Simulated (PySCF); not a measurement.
# C2H9SbSi (SMILES [CH3][Sb]([CH3])[SiH3]) at 6 levels

Aim: a comparison of 6 runs (HF/3-21G, HF/def2-SVP, BLYP/3-21G, PBE0/def2-SVP, B3LYP/def2-TZVP, CCSD(T)/3-21G) of C2H9SbSi. 

Program for the calculation: PySCF 2.14.0.

1 further run of the same task is left out (set aside as unsound or not needed).

## Step 1: Starting point

C2H9SbSi has 13 atoms, charge 0, and is taken as a singlet. SMILES: `[CH3][Sb]([CH3])[SiH3]`. The coordinates come from a PBE0-D4/def2-TZVP relaxation.

Bond lengths: C1–Sb2 2.166 Å, Sb2–C3 2.166 Å, Sb2–Si4 2.570 Å, C1–H5 1.090 Å, C1–H6 1.090 Å, C1–H7 1.090 Å, C3–H8 1.090 Å, C3–H9 1.090 Å, C3–H10 1.090 Å, Si4–H11 1.491 Å, Si4–H12 1.489 Å, Si4–H13 1.489 Å. Some angles: C1–Sb2–C3 95.1°, C1–Sb2–Si4 93.2°, C3–Sb2–Si4 93.2°, Sb2–C1–H5 110.7°, Sb2–C1–H6 108.6°, Sb2–C1–H7 109.5°, Sb2–C3–H8 110.7°, Sb2–C3–H9 109.5°, Sb2–C3–H10 108.6°, Sb2–Si4–H11 110.5°.

## Step 2: Energy and gradient at HF/3-21G (run 1)

run.py reads:

```python
from pyscf import gto, scf

molecule = gto.Mole()
molecule.atom = '''
C     -0.918800     1.504800    -0.724400
Sb     0.649100     0.065800    -1.126800
C      1.716400     0.424300     0.723400
Si    -0.694300    -1.890400    -0.140200
H     -1.283600     1.402000     0.297300
H     -0.516000     2.507700    -0.869100
H     -1.741300     1.351900    -1.423300
H      1.026400     0.456100     1.566300
H      2.448900    -0.367600     0.880400
H      2.240000     1.377400     0.644200
H     -1.262000    -1.516500     1.187200
H     -1.818600    -2.264200    -1.041900
H      0.174100    -3.086100     0.041800
'''
molecule.spin = 0
molecule.charge = 0
molecule.basis = '3-21g'
molecule.verbose = 4
molecule.max_memory = 1860
molecule.build()

mf = scf.RHF(molecule)
mf.conv_tol = 1e-10
mf.kernel()
if not mf.converged:
    mf = mf.newton().run(mf.mo_coeff, mf.mo_occ)

energy = mf.e_tot
print('Final energy', energy)
grad = mf.nuc_grad_method().kernel()
mf.analyze()
```

Command:

```bash
$ OMP_NUM_THREADS=1 python run.py
```

The log of the run:

```text
PySCF version 2.14.0

[... 84 lines left out ...]
DFT Exchange-Correlation Energy =     -197.521978481966926
[... 9 lines left out ...]
MO #8   energy= -28.767528040493   occ= 2
[... 7 lines left out ...]
MO #16  energy= -11.1675948505223  occ= 2
[... 7 lines left out ...]
MO #24  energy= -4.19298919856623  occ= 2
[... 7 lines left out ...]
MO #32  energy= -0.930775367794974 occ= 2
[... 7 lines left out ...]
MO #40  energy= -0.47890608889902  occ= 2
[... 7 lines left out ...]
MO #48  energy= 0.234750723409062  occ= 0
[... 7 lines left out ...]
MO #56  energy= 0.440982193205796  occ= 0
[... 7 lines left out ...]
MO #64  energy= 0.876605536857613  occ= 0
[... 7 lines left out ...]
MO #72  energy= 1.32842327787688   occ= 0
[... 7 lines left out ...]
MO #80  energy= 2.02180837559769   occ= 0
[... 57 lines left out ...]
pop of  3 Si 2pz          1.99983
pop of  3 Si 3px          0.88600
pop of  3 Si 3py          0.91283
pop of  3 Si 3pz          0.87259
pop of  3 Si 4px          0.00794
pop of  3 Si 4py          0.00730
pop of  3 Si 4pz          0.00836
pop of  4 H 1s            0.89275
pop of  4 H 2s            0.00894
pop of  5 H 1s            0.88913
pop of  5 H 2s            0.00849
pop of  6 H 1s            0.88867
pop of  6 H 2s            0.00844
pop of  7 H 1s            0.89273
pop of  7 H 2s            0.00894
pop of  8 H 1s            0.88869
pop of  8 H 2s            0.00844
pop of  9 H 1s            0.88912
pop of  9 H 2s            0.00850
pop of  10 H 1s           1.09249
pop of  10 H 2s           0.00164
pop of  11 H 1s           1.08841
pop of  11 H 2s           0.00136
pop of  12 H 1s           1.08843
pop of  12 H 2s           0.00136
 ** Mulliken atomic charges  **
charge of    0C =     -0.51700
charge of    1Sb =      0.50626
charge of    2C =     -0.51698
charge of    3Si =      0.19426
charge of    4H =      0.09831
charge of    5H =      0.10237
charge of    6H =      0.10289
charge of    7H =      0.09833
charge of    8H =      0.10287
charge of    9H =      0.10238
charge of   10H =     -0.09413
charge of   11H =     -0.08976
charge of   12H =     -0.08979
Dipole moment(X, Y, Z, Debye):  0.16284,  0.98091,  0.43481
```

Wall time 6.9 s (1 thread of Intel Xeon Platinum 8375C at 2.90GHz (Ice Lake), shared host); peak memory 0.16 GiB.

## Step 3: Energy and gradient at HF/def2-SVP (core potential) (run 2)

run.py reads:

```python
from pyscf import gto, scf

system = gto.M(
    atom='''
C     -1.736280     2.843660    -1.368918
Sb     1.226621     0.124344    -2.129343
C      3.243526     0.801811     1.367028
Si    -1.312037    -3.572338    -0.264940
H     -2.425652     2.649396     0.561816
H     -0.975099     4.738866    -1.642361
H     -3.290580     2.554721    -2.689647
H      1.939615     0.861904     2.959878
H      4.627750    -0.694663     1.663715
H      4.232987     2.602909     1.217362
H     -2.384834    -2.865770     2.243483
H     -3.436656    -4.278718    -1.968906
H      0.329001    -5.831884     0.078991
''',
    verbose=4,
    charge=0,
    spin=0,
    ecp={'Sb': 'def2-svp'},
    max_memory=1860,
    basis='def2-svp',
    unit='bohr',
)

hf = scf.RHF(system)
hf.conv_tol = 1e-10
hf.kernel()
if not hf.converged:
    hf = hf.newton().run(hf.mo_coeff, hf.mo_occ)

etot = hf.e_tot
print(f'total energy: {etot:.8f} hartree')
grad = hf.nuc_grad_method().kernel()
hf.analyze()
```

Command:

```bash
$ OMP_NUM_THREADS=1 python run.py
```

The log of the run:

```text
PySCF version 2.14.0

[... 86 lines left out ...]
Nuclear Repulsion Energy =             263.133883777522442
[... 12 lines left out ...]
MO #7   energy= -4.57398889551204  occ= 2
[... 10 lines left out ...]
MO #18  energy= -0.9171751900426   occ= 2
[... 10 lines left out ...]
MO #29  energy= -0.316040857810918 occ= 2
[... 10 lines left out ...]
MO #40  energy= 0.275629496427734  occ= 0
[... 10 lines left out ...]
MO #51  energy= 0.565162033558485  occ= 0
[... 10 lines left out ...]
MO #62  energy= 0.815524758797987  occ= 0
[... 10 lines left out ...]
MO #73  energy= 1.15429264614297   occ= 0
[... 10 lines left out ...]
MO #84  energy= 1.79823984509157   occ= 0
[... 10 lines left out ...]
MO #95  energy= 2.24792643243158   occ= 0
[... 10 lines left out ...]
MO #106 energy= 2.75809191365283   occ= 0
[... 10 lines left out ...]
MO #117 energy= 55.1551419552612   occ= 0
[... 94 lines left out ...]
pop of  8 H 1s            0.89492
pop of  8 H 2s            0.00936
pop of  8 H 2px           0.00148
pop of  8 H 2py           0.00135
pop of  8 H 2pz           0.00070
pop of  9 H 1s            0.89484
pop of  9 H 2s            0.00956
pop of  9 H 2px           0.00109
pop of  9 H 2py           0.00165
pop of  9 H 2pz           0.00066
pop of  10 H 1s           1.12317
pop of  10 H 2s           0.00287
pop of  10 H 2px          0.00110
pop of  10 H 2py          0.00070
pop of  10 H 2pz          0.00398
pop of  11 H 1s           1.11930
pop of  11 H 2s           0.00239
pop of  11 H 2px          0.00305
pop of  11 H 2py          0.00080
pop of  11 H 2pz          0.00178
pop of  12 H 1s           1.11900
pop of  12 H 2s           0.00243
pop of  12 H 2px          0.00175
pop of  12 H 2py          0.00356
pop of  12 H 2pz          0.00045
 ** Mulliken atomic charges  **
charge of    0C =     -1.01410
charge of    1Sb =      2.14095
charge of    2C =     -1.01538
charge of    3Si =     -0.28033
charge of    4H =      0.09328
charge of    5H =      0.09208
charge of    6H =      0.09172
charge of    7H =      0.09372
charge of    8H =      0.09220
charge of    9H =      0.09220
charge of   10H =     -0.13181
charge of   11H =     -0.12732
charge of   12H =     -0.12719
Dipole moment(X, Y, Z, Debye):  0.05772,  0.76905,  0.46836
```

Run time: 18 s. Hardware: 1 thread of Intel Xeon Platinum 8375C at 2.90GHz (Ice Lake), shared host; peak memory 0.3 GiB.

Runs 3 to 5 aren't shown in full; the table further down has their settings and results.

## Step 4: A single-point energy at CCSD(T)/3-21G (run 6)

job.py reads:

```python
# [CH3][Sb]([CH3])[SiH3]
from pyscf import gto, cc

mol = gto.M(
    atom='''
C     -0.918800     1.504800    -0.724400
Sb     0.649100     0.065800    -1.126800
C      1.716400     0.424300     0.723400
Si    -0.694300    -1.890400    -0.140200
H     -1.283600     1.402000     0.297300
H     -0.516000     2.507700    -0.869100
H     -1.741300     1.351900    -1.423300
H      1.026400     0.456100     1.566300
H      2.448900    -0.367600     0.880400
H      2.240000     1.377400     0.644200
H     -1.262000    -1.516500     1.187200
H     -1.818600    -2.264200    -1.041900
H      0.174100    -3.086100     0.041800
''',
    basis='3-21g',
    verbose=3,
    max_memory=1860,
    spin=0,
)

mf = mol.RHF()
mf.conv_tol = 1e-10
mf.kernel()
if not mf.converged:
    mf = mf.newton().run(mf.mo_coeff, mf.mo_occ)

mycc = cc.CCSD(mf, frozen=25)
mycc.kernel()
e_t = mycc.ccsd_t()
energy = mycc.e_tot + e_t
print('E(%s) = %.9f' % ('CCSD(T)', energy))
mf.analyze()
```

Command:

```bash
$ OMP_NUM_THREADS=1 python job.py
```

The log of the run:

```text
converged SCF energy = -6653.59188929334
E(CCSD) = -6653.943069339265  E_corr = -0.3511800459265998
CCSD(T) correction = -0.00781477293699834
E(CCSD(T)) = -6653.950884112
**** MO energy ****
MO #1   energy= -1078.9274652305   occ= 2
MO #2   energy= -163.925629774277  occ= 2
MO #3   energy= -152.771746142219  occ= 2
MO #4   energy= -152.771710090457  occ= 2
MO #5   energy= -152.771339691507  occ= 2
MO #6   energy= -68.282192973911   occ= 2
MO #7   energy= -33.5330166148073  occ= 2
MO #8   energy= -28.767528040493   occ= 2
MO #9   energy= -28.7671902319838  occ= 2
MO #10  energy= -28.7655542845151  occ= 2
MO #11  energy= -20.6748644077646  occ= 2
MO #12  energy= -20.6748504511079  occ= 2
MO #13  energy= -20.6732480881876  occ= 2
MO #14  energy= -20.6731354102503  occ= 2
MO #15  energy= -20.6723979732489  occ= 2
MO #16  energy= -11.1675948505223  occ= 2
MO #17  energy= -11.1674589530255  occ= 2
MO #18  energy= -6.09799937865042  occ= 2
MO #19  energy= -6.07531577185037  occ= 2
MO #20  energy= -4.38307462927722  occ= 2
MO #21  energy= -4.3816226206091   occ= 2
MO #22  energy= -4.37614674155933  occ= 2
MO #23  energy= -4.1932979794329   occ= 2
MO #24  energy= -4.19298919856623  occ= 2
MO #25  energy= -4.19293365185655  occ= 2
MO #26  energy= -1.71600195300129  occ= 2
MO #27  energy= -1.71562195921925  occ= 2
MO #28  energy= -1.70932362979808  occ= 2
MO #29  energy= -1.70923738919919  occ= 2
MO #30  energy= -1.70574165289844  occ= 2
MO #31  energy= -0.960915191238977 occ= 2
MO #32  energy= -0.930775367794974 occ= 2
MO #33  energy= -0.742327619598175 occ= 2
MO #34  energy= -0.633053540981403 occ= 2
MO #35  energy= -0.575956376981507 occ= 2
MO #36  energy= -0.570862195139839 occ= 2
MO #37  energy= -0.558763266641655 occ= 2
MO #38  energy= -0.555135754482872 occ= 2
MO #39  energy= -0.480656592386733 occ= 2
MO #40  energy= -0.47890608889902  occ= 2
MO #41  energy= -0.412225146545687 occ= 2
MO #42  energy= -0.379563647650603 occ= 2
MO #43  energy= -0.311860711268558 occ= 2
MO #44  energy= 0.107058018368121  occ= 0
MO #45  energy= 0.119060570127861  occ= 0
MO #46  energy= 0.181899200413177  occ= 0
MO #47  energy= 0.197254289159995  occ= 0
MO #48  energy= 0.234750723409062  occ= 0
MO #49  energy= 0.263495288755484  occ= 0
MO #50  energy= 0.295730406232762  occ= 0
MO #51  energy= 0.308450743795625  occ= 0
MO #52  energy= 0.313046180869044  occ= 0
MO #53  energy= 0.337157728803298  occ= 0
MO #54  energy= 0.349774913342563  occ= 0
MO #55  energy= 0.364536650005076  occ= 0
MO #56  energy= 0.440982193205796  occ= 0
MO #57  energy= 0.490472809840536  occ= 0
MO #58  energy= 0.500148598852162  occ= 0
MO #59  energy= 0.502848144106523  occ= 0
MO #60  energy= 0.511985019082808  occ= 0
MO #61  energy= 0.519088341409558  occ= 0
MO #62  energy= 0.623428709884712  occ= 0
MO #63  energy= 0.705044398985181  occ= 0
MO #64  energy= 0.876605536857613  occ= 0
MO #65  energy= 0.995084734847127  occ= 0
MO #66  energy= 1.05226288310387   occ= 0
MO #67  energy= 1.06362813696812   occ= 0
MO #68  energy= 1.08114053549495   occ= 0
MO #69  energy= 1.11903988495379   occ= 0
MO #70  energy= 1.3069322580268    occ= 0
MO #71  energy= 1.32497033598689   occ= 0
MO #72  energy= 1.32842327787688   occ= 0
MO #73  energy= 1.34951252716641   occ= 0
MO #74  energy= 1.36295278826049   occ= 0
MO #75  energy= 1.36817756080947   occ= 0
MO #76  energy= 1.39078061923383   occ= 0
MO #77  energy= 1.39774661224364   occ= 0
MO #78  energy= 1.43020715529963   occ= 0
MO #79  energy= 1.91315537640106   occ= 0
MO #80  energy= 2.02180837559769   occ= 0
 ** Mulliken atomic charges  **
charge of    0C =     -0.51700
charge of    1Sb =      0.50626
charge of    2C =     -0.51698
charge of    3Si =      0.19426
charge of    4H =      0.09831
charge of    5H =      0.10237
charge of    6H =      0.10289
charge of    7H =      0.09833
charge of    8H =      0.10287
charge of    9H =      0.10238
charge of   10H =     -0.09413
charge of   11H =     -0.08976
charge of   12H =     -0.08979
Dipole moment(X, Y, Z, Debye):  0.16284,  0.98091,  0.43481
```

It took 7.8 s on 1 thread of Intel Xeon Platinum 8375C at 2.90GHz (Ice Lake), shared host; peak memory 0.26 GiB.

## Step 5: Overview of the runs

```
run                             level  core potential  integration grid   energy (Eh)  dipole moment (D) of the reference  HOMO energy (eV)  LUMO energy (eV)  wall time
  1                          HF/3-21G               –                 –  -6653.591889                                1.09             -8.49              2.91      6.9 s
  2      HF/def2-SVP (core potential)        def2-svp                 –   -609.001233                                0.90             -8.60              3.06       18 s
  3                        BLYP/3-21G               –                 5  -6657.334617                                1.23             -5.13             -0.45       29 s
  4    PBE0/def2-SVP (core potential)        def2-svp                 5   -610.989550                                1.00             -6.51              0.05       50 s
  5  B3LYP/def2-TZVP (core potential)        def2-svp                 5   -611.523290                                0.90             -6.39             -0.46    4.4 min
  6                     CCSD(T)/3-21G               –                 –  -6653.950884                                1.09             -8.49              2.91      7.8 s
```

## Step 6: Results

| quantity | value |
| --- | --- |
| run 6: total energy | -6653.95088 Eh |
| run 6: dipole moment (Hartree–Fock density) | 1.09 D |
| run 6: HOMO energy (Hartree–Fock orbitals) | -8.49 eV |
| run 6: LUMO energy (Hartree–Fock orbitals) | 2.91 eV |
| run 6: HOMO–LUMO gap (Hartree–Fock orbitals) | 11.40 eV |
| run 6: correlation energy (25 core orbitals frozen) | -359.0 mEh |
| run 6: (T) correction | -7.81 mEh |
| run 6: T1 diagnostic | 0.008 |

**Reading.** Over runs 1, 2, 3, 4, 5 the dipole moment (its size) runs from 0.90 D (B3LYP/def2-TZVP) to 1.23 D (BLYP/3-21G). The two ends differ in method and basis and core potential. Over runs 1, 2, 3, 4, 5 the HOMO–LUMO gap runs from 4.68 eV (BLYP/3-21G) to 11.66 eV (HF/def2-SVP). Totals of different functionals can't be ranked against each other. Some runs of one species differ in core potentials or relativity; totals across that change don't compare. In runs 1, 3, 6 relativity is left out where basis or elements ask for it. All runs together took 6.3 min, the longest 4.4 min.
